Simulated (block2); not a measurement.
# AlCl2F (SMILES [F][Al]([Cl])[Cl]) at DMRG/STO-3G

What is the vertical singlet–triplet gap of AlCl2F at DMRG/STO-3G? 

The results are computed with block2 0.5.4.

4 further runs of the same task are left out: 2 that didn't finish, 2 set aside as unsound or not needed.

**1. The system as given**

The species is AlCl2F (4 atoms), meant as a singlet with charge 0. As SMILES, `[F][Al]([Cl])[Cl]`. Geometry: relaxed at PBE0-D4/def2-TZVP.

Bond lengths: F1–Al2 1.633 Å, Al2–Cl3 2.065 Å, Al2–Cl4 2.065 Å. Angles: F1–Al2–Cl3 119.2°, F1–Al2–Cl4 119.2°, Cl3–Al2–Cl4 121.5°.

**2. The energy at DMRG/STO-3G**

prepare.py

```python
from pyscf import ao2mo, cc, dft, gto, mcscf, mp, scf
from pyscf.tools import fcidump

geom = """
F      0.087420     0.388220     1.682350
Al     0.004800     0.021530     0.093600
Cl     1.223040    -1.463690    -0.663450
Cl    -1.315270     1.053930    -1.112510
"""
mol = gto.M(
    atom=geom,
    basis="sto-3g",
    spin=0,
    verbose=4,
)
print("nao = %d" % (mol.nao))
mf = scf.RHF(mol)
mf.conv_tol = 1e-10
mf.max_cycle = 200
mf.kernel()
if not mf.converged:
    mf = mf.newton().run(mf.mo_coeff, mf.mo_occ)
print("SCF energy = %.10f" % (mf.e_tot))
ref = mf
pt = mp.MP2(ref, frozen=16).run()
mycc = cc.CCSD(ref, frozen=16)
mycc.max_cycle = 150
mycc.kernel()
print("E(MP2) = %.10f" % (pt.e_tot))
if mycc.converged:
    print("CCSD total energy = %.10f" % (mycc.e_tot))
    print(f"CCSD(T) total energy = {mycc.e_tot + mycc.ccsd_t():.10f}")
    print("T1 diagnostic = %.4f" % (mycc.get_t1_diagnostic()))
ks = dft.RKS(mol, xc="pbe0").set(conv_tol=1e-9, verbose=3).run()
if ks.converged:
    print("E(PBE0) = %.8f" % (ks.e_tot))
ks = dft.RKS(mol, xc="wb97x").set(conv_tol=1e-9, verbose=3).run()
if ks.converged:
    print(f"E(wB97X) = {ks.e_tot:.8f}")
ks = dft.RKS(mol, xc="m062x").set(conv_tol=1e-9, verbose=3).run()
if ks.converged:
    print(f"E(M06-2X) = {ks.e_tot:.8f}")
occ_no, mo = mcscf.addons.make_natural_orbitals(mp.MP2(mf, frozen=16).run())
mf.mo_coeff = mo
cas = mcscf.CASCI(mf, 16, 24)
h1, ecore = cas.get_h1eff()
fcidump.from_integrals("FCIDUMP", h1, cas.get_h2eff(), 16, 24, nuc=ecore, ms=0)
```

dmrg.conf

```
sym c1
orbitals FCIDUMP
nelec 24
spin 0
irrep 1
occ 2 2 2 2 2 2 2 2 2 2 2 2 0 0 0 0
cbias 0.2
schedule
0 100 1E-08 1E-04
4 200 1E-08 1E-05
6 200 1E-09 0.0
end
maxiter 12
sweep_tol 1E-06
fiedler
mem 1g
num_thrds 1
prefix ./tmp
outputlevel 2
onepdm
```

On the command line:

```bash
python prepare.py && block2main dmrg.conf
```

Output:

```text
$ python prepare.py

[INPUT] verbose = 4
[INPUT] num. atoms = 4
[INPUT] num. electrons = 56
[INPUT] charge = 0
[INPUT] spin (= nelec alpha-beta = 2S) = 0
[INPUT] symmetry False subgroup None
[INPUT] Mole.unit = angstrom
[INPUT] Symbol           X                Y                Z      unit          X                Y                Z       unit  Magmom
[INPUT]  1 F      0.087420000000   0.388220000000   1.682350000000 AA    0.165199857809   0.733629476079   3.179180745662 Bohr   0.0
[INPUT]  2 Al     0.004800000000   0.021530000000   0.093600000000 AA    0.009070685398   0.040685803462   0.176878365259 Bohr   0.0
[INPUT]  3 Cl     1.223040000000  -1.463690000000  -0.663450000000 AA    2.311210639388  -2.765973231265  -1.253738797343 Bohr   0.0
[INPUT]  4 Cl    -1.315270000000   1.053930000000  -1.112510000000 AA   -2.485500079857   1.991639054463  -2.102339210840 Bohr   0.0

nuclear repulsion = 244.295361866407
number of shells = 18
number of NR pGTOs = 96
number of NR cGTOs = 32
basis = sto-3g
ecp = {}
CPU time:         0.41
nao = 32

******** <class 'pyscf.scf.hf.RHF'> ********
method = RHF
initial guess = minao
damping factor = 0
level_shift factor = 0
DIIS = <class 'pyscf.scf.diis.CDIIS'>
diis_start_cycle = 1
diis_space = 8
diis_damp = 0
SCF conv_tol = 1e-10
SCF conv_tol_grad = None
SCF max_cycles = 200
direct_scf = True
direct_scf_tol = 1e-13
chkfile to save SCF result = tmptbtl9gw_
max_memory 1800 MB (current use 107 MB)
[... 178 lines left out ...]
 --> Site =    1-   2 .. Mmps =   10 Ndav =  28 E =  -1241.4990127431 Error = 0.00e+00 FLOPS = 7.89e+08 Tdav = 0.01 T = 0.01
[... 11 lines left out ...]
 --> Site =   13-  14 .. Mmps =   53 Ndav =   1 E =  -1246.4940545436 Error = 1.34e-14 FLOPS = 1.40e+09 Tdav = 0.00 T = 0.01
[... 20 lines left out ...]
 <-- Site =    4-   5 .. Mmps =  100 Ndav =   9 E =  -1246.5025086678 Error = 2.29e-06 FLOPS = 4.05e+09 Tdav = 0.22 T = 0.28
[... 20 lines left out ...]
 --> Site =    7-   8 .. Mmps =  100 Ndav =   5 E =  -1246.5025417200 Error = 6.84e-06 FLOPS = 4.13e+09 Tdav = 0.36 T = 0.47
[... 20 lines left out ...]
 <-- Site =   10-  11 .. Mmps =  100 Ndav =   2 E =  -1246.5025293336 Error = 6.45e-13 FLOPS = 3.10e+09 Tdav = 0.01 T = 0.04
[... 20 lines left out ...]
 --> Site =    1-   2 .. Mmps =   10 Ndav =   1 E =  -1246.5025413949 Error = 0.00e+00 FLOPS = 1.41e+09 Tdav = 0.00 T = 0.01
[... 11 lines left out ...]
 --> Site =   13-  14 .. Mmps =   54 Ndav =   1 E =  -1246.5025932692 Error = 2.21e-14 FLOPS = 1.55e+09 Tdav = 0.00 T = 0.04
[... 20 lines left out ...]
 <-- Site =    4-   5 .. Mmps =  200 Ndav =   3 E =  -1246.5025971880 Error = 4.38e-08 FLOPS = 4.38e+09 Tdav = 0.25 T = 0.44
[... 20 lines left out ...]
 --> Site =    7-   8 .. Mmps =  200 Ndav =   4 E =  -1246.5025984339 Error = 1.86e-07 FLOPS = 4.64e+09 Tdav = 1.98 T = 2.25
[... 59 lines left out ...]
 <-- Site =   12-  13 .. Nterms =            7 Error =  0.000000000000/ 0.000000000000 FLOPS = 1.17e+09 Tmult = 0.00 T = 0.00
[... 6 lines left out ...]
 <-- Site =    5-   6 .. Nterms =           21 Error =  0.000000000000/ 0.000000000000 FLOPS = 4.32e+09 Tmult = 0.01 T = 0.04
 <-- Site =    4-   5 .. Nterms =           23 Error =  0.000000000000/ 0.000000000000 FLOPS = 3.69e+09 Tmult = 0.00 T = 0.03
 <-- Site =    3-   4 .. Nterms =           25 Error =  0.000000000000/ 0.000000000000 FLOPS = 2.79e+09 Tmult = 0.00 T = 0.03
 <-- Site =    2-   3 .. Nterms =           27 Error =  0.000000000000/ 0.000000000000 FLOPS = 1.92e+09 Tmult = 0.00 T = 0.03
 <-- Site =    1-   2 .. Nterms =           29 Error =  0.000000000000/ 0.000000000000 FLOPS = 1.66e+09 Tmult = 0.00 T = 0.03
 <-- Site =    0-   1 .. Nterms =           31 Error =  0.000000000000/ 0.000000000000 FLOPS = 8.88e+08 Tmult = 0.00 T = 0.01
[... 7 lines left out ...]
NPDM Sorting | Nsites =    16 | Nmaxops =  2 | DotSite = 2 | SymbolFree = T | Compressed = T | LowMem = F | Mem = 2.00 KB
 Site =     0 ..  T = 0.000
 Site =     1 ..  T = 0.000
 Site =     2 ..  T = 0.000
 Site =     3 ..  T = 0.000
 Site =     4 ..  T = 0.000
 Site =     5 ..  T = 0.000
 Site =     6 ..  T = 0.000
 Site =     7 ..  T = 0.000
 Site =     8 ..  T = 0.000
 Site =     9 ..  T = 0.000
 Site =    10 ..  T = 0.000
 Site =    11 ..  T = 0.000
 Site =    12 ..  T = 0.000
 Site =    13 ..  T = 0.000
 Site =    14 ..  T = 0.000
Ttotal =      0.001

DMRG OCC =   2.000 2.000 1.999 1.999 1.998 1.998 1.996 1.994 1.986 1.982 1.985 1.967 0.041 0.026 0.015 0.015
```

Wall time 39 s (1 thread of Arm Neoverse V2, shared host); peak memory 0.33 GiB.

**3. The triplet: the energy at DMRG/STO-3G**

prepare.py

```python
from pyscf import ao2mo, cc, dft, gto, mcscf, mp, scf
from pyscf.tools import fcidump

mol = gto.M(atom="""
F      0.16519986     0.73362948     3.17918075
Al     0.00907069     0.04068580     0.17687837
Cl     2.31121064    -2.76597323    -1.25373880
Cl    -2.48550008     1.99163905    -2.10233921
""", basis="sto-3g", unit="bohr", spin=2, verbose=4)
print("basis functions          = %d" % (mol.nao))
mf = scf.ROHF(mol)
mf.conv_tol = 1e-10
mf.max_cycle = 200
mf.kernel()
if not mf.converged:
    mf = mf.newton().run(mf.mo_coeff, mf.mo_occ)
print(f"E(SCF)                   = {mf.e_tot:.10f}")
# MP2, CCSD and CCSD(T) with the same frozen core
ref = scf.UHF(mol).run(mf.make_rdm1(), conv_tol=1e-10)
pt = mp.MP2(ref, frozen=16).run()
mycc = cc.CCSD(ref, frozen=16)
mycc.max_cycle = 150
mycc.kernel()
print("E(MP2)                   = %.10f" % (pt.e_tot))
if mycc.converged:
    print("E(CCSD)                  = %.10f" % (mycc.e_tot))
    print("E(CCSD(T))               = %.10f" % (mycc.e_tot + mycc.ccsd_t()))
# a few density functionals on the same geometry and basis
ks = dft.UKS(mol, xc="pbe0").set(conv_tol=1e-9, verbose=3).run(mf.make_rdm1())
if ks.converged:
    print(f"E(PBE0)                  = {ks.e_tot:.8f}")
ks = dft.UKS(mol, xc="wb97x").set(conv_tol=1e-9, verbose=3).run(mf.make_rdm1())
if ks.converged:
    print(f"E(wB97X)                 = {ks.e_tot:.8f}")
ks = dft.UKS(mol, xc="m062x").set(conv_tol=1e-9, verbose=3).run(mf.make_rdm1())
if ks.converged:
    print("E(M06-2X)                = %.8f" % (ks.e_tot))
# rotate to MP2 natural orbitals
occ_no, mo = mcscf.addons.make_natural_orbitals(mp.MP2(mf.to_uhf(), frozen=16).run())
mf.mo_coeff = mo
# write the integrals of the correlated orbitals
cas = mcscf.CASCI(mf, 16, 24)
h1, ecore = cas.get_h1eff()
fcidump.from_integrals("FCIDUMP", h1, cas.get_h2eff(), 16, 24, nuc=ecore, ms=2)
# FCI check
ci = mcscf.CASCI(mf, 16, (13, 11))
ci.fix_spin_(ss=2)
ci.fcisolver.conv_tol = 1e-10
ci.fcisolver.max_cycle = 200
ci.kernel()
print(f"E(FCI)                   = {ci.e_tot:.10f}")
```

dmrg.conf

```
sym c1
orbitals FCIDUMP
nelec 24
spin 2
irrep 1
occ 2 2 2 2 2 2 2 2 2 2 2 1 1 0 0 0
cbias 0.3
schedule
0 50 1E-07 1E-04
2 100 1E-07 1E-04
6 200 1E-07 1E-05
10 200 1E-08 0.0
end
maxiter 16
sweep_tol 1E-06
fiedler
mem 2g
num_thrds 1
prefix ./tmp
outputlevel 2
onepdm
```

On the command line:

```bash
python prepare.py && block2main dmrg.conf
```

Output:

```text
$ python prepare.py

[INPUT] verbose = 4
[INPUT] num. atoms = 4
[INPUT] num. electrons = 56
[INPUT] charge = 0
[INPUT] spin (= nelec alpha-beta = 2S) = 2
[INPUT] symmetry False subgroup None
[INPUT] Mole.unit = bohr
[INPUT] Symbol           X                Y                Z      unit          X                Y                Z       unit  Magmom
[INPUT]  1 F      0.087420001159   0.388220002075   1.682350002296 AA    0.165199860000   0.733629480000   3.179180750000 Bohr   0.0
[INPUT]  2 Al     0.004800002435   0.021529998168   0.093600002509 AA    0.009070690000   0.040685800000   0.176878370000 Bohr   0.0
[INPUT]  3 Cl     1.223040000324  -1.463689999331  -0.663450001406 AA    2.311210640000  -2.765973230000  -1.253738800000 Bohr   0.0
[INPUT]  4 Cl    -1.315270000076   1.053929997638  -1.112509999556 AA   -2.485500080000   1.991639050000  -2.102339210000 Bohr   0.0

nuclear repulsion = 244.295361815582
number of shells = 18
number of NR pGTOs = 96
number of NR cGTOs = 32
basis = sto-3g
ecp = {}
CPU time:         0.41
basis functions          = 32

******** <class 'pyscf.scf.rohf.ROHF'> ********
method = ROHF
initial guess = minao
damping factor = 0
level_shift factor = 0
DIIS = <class 'pyscf.scf.diis.CDIIS'>
diis_start_cycle = 1
diis_space = 8
diis_damp = 0
SCF conv_tol = 1e-10
SCF conv_tol_grad = None
SCF max_cycles = 200
direct_scf = True
direct_scf_tol = 1e-13
chkfile to save SCF result = tmp_7ii188p
max_memory 1800 MB (current use 107 MB)
[... 68 lines left out ...]
WARN: HOMO -0.0425851360103926 >= LUMO -0.0884571087035753
[... 276 lines left out ...]
WARN: HOMO 0.0317098467642562 >= LUMO -0.182322494528622
[... 55 lines left out ...]
WARN: HOMO -0.0364708644319672 >= LUMO -0.145662843962697
[... 55 lines left out ...]
WARN: HOMO 0.00316789442907084 >= LUMO -0.182492796624073
[... 131 lines left out ...]
 --> Site =   12-  13 .. Mmps =   50 Ndav =   1 E =  -1246.1625320548 Error = 2.51e-08 FLOPS = 6.54e+08 Tdav = 0.00 T = 0.01
[... 40 lines left out ...]
 --> Site =    5-   6 .. Mmps =  100 Ndav =  13 E =  -1246.1876867478 Error = 1.37e-05 FLOPS = 3.75e+09 Tdav = 0.67 T = 0.74
[... 31 lines left out ...]
 <-- Site =    1-   2 .. Mmps =  100 Ndav =   1 E =  -1246.1891628903 Error = 7.81e-12 FLOPS = 1.40e+09 Tdav = 0.00 T = 0.02
[... 40 lines left out ...]
 <-- Site =    8-   9 .. Mmps =  100 Ndav =   3 E =  -1246.1893261700 Error = 8.71e-07 FLOPS = 3.80e+09 Tdav = 0.14 T = 0.23
[... 31 lines left out ...]
 --> Site =   14-  15 .. Mmps =   16 Ndav =   1 E =  -1246.1956383178 Error = 6.43e-15 FLOPS = 1.10e+09 Tdav = 0.00 T = 0.01
[... 40 lines left out ...]
 --> Site =    7-   8 .. Mmps =  200 Ndav =   3 E =  -1246.1958618843 Error = 4.72e-06 FLOPS = 4.64e+09 Tdav = 2.58 T = 3.09
[... 40 lines left out ...]
 --> Site =    0-   1 .. Mmps =    3 Ndav =   1 E =  -1246.1958592389 Error = 0.00e+00 FLOPS = 1.20e+09 Tdav = 0.00 T = 0.00
[... 31 lines left out ...]
 <-- Site =    6-   7 .. Mmps =  200 Ndav =   4 E =  -1246.1958735204 Error = 2.63e-06 FLOPS = 4.65e+09 Tdav = 4.79 T = 5.02
[... 65 lines left out ...]
 --> Site =    9-  10 .. Nterms =           13 Error =  0.000000023884/ 0.000000000000 FLOPS = 3.97e+09 Tmult = 0.00 T = 0.02
 --> Site =   10-  11 .. Nterms =           11 Error =  0.000000000000/ 0.000000000000 FLOPS = 3.62e+09 Tmult = 0.00 T = 0.02
 --> Site =   11-  12 .. Nterms =            9 Error =  0.000000000000/ 0.000000000000 FLOPS = 3.22e+09 Tmult = 0.00 T = 0.01
 --> Site =   12-  13 .. Nterms =            7 Error =  0.000000000000/ 0.000000000000 FLOPS = 1.71e+09 Tmult = 0.00 T = 0.01
 --> Site =   13-  14 .. Nterms =            5 Error =  0.000000000000/ 0.000000000000 FLOPS = 1.17e+09 Tmult = 0.00 T = 0.01
 --> Site =   14-  15 .. Nterms =            4 Error =  0.000000000000/ 0.000000000000 FLOPS = 3.72e+08 Tmult = 0.00 T = 0.00
[... 7 lines left out ...]
NPDM Sorting | Nsites =    16 | Nmaxops =  2 | DotSite = 2 | SymbolFree = T | Compressed = T | LowMem = F | Mem = 2.00 KB
 Site =     0 ..  T = 0.000
 Site =     1 ..  T = 0.000
 Site =     2 ..  T = 0.000
 Site =     3 ..  T = 0.000
 Site =     4 ..  T = 0.000
 Site =     5 ..  T = 0.000
 Site =     6 ..  T = 0.000
 Site =     7 ..  T = 0.000
 Site =     8 ..  T = 0.000
 Site =     9 ..  T = 0.000
 Site =    10 ..  T = 0.000
 Site =    11 ..  T = 0.000
 Site =    12 ..  T = 0.000
 Site =    13 ..  T = 0.000
 Site =    14 ..  T = 0.000
Ttotal =      0.001

DMRG OCC =   1.998 1.991 1.999 1.979 1.996 1.965 1.769 1.233 1.981 1.990 1.962 1.983 0.882 0.057 0.033 0.182
```

Wall time 8.7 min (1 thread of Arm Neoverse V2, shared host); peak memory 0.66 GiB.

**4. Results**

Level: DMRG/STO-3G, 16 core orbitals frozen.

```
                                          quantity           value
                  run 1, DMRG/STO-3G: total energy  -1246.50260 Eh
run 1, DMRG/STO-3G: T1 diagnostic of the CCSD step           0.013
                             triplet: total energy  -1246.19587 Eh
  vertical energy of the triplet above the singlet        8.346 eV
```

At this shape the triplet lies 8.35 eV (805 kJ/mol) above the singlet. In a minimal basis such a difference can be off by several eV, whatever the method.
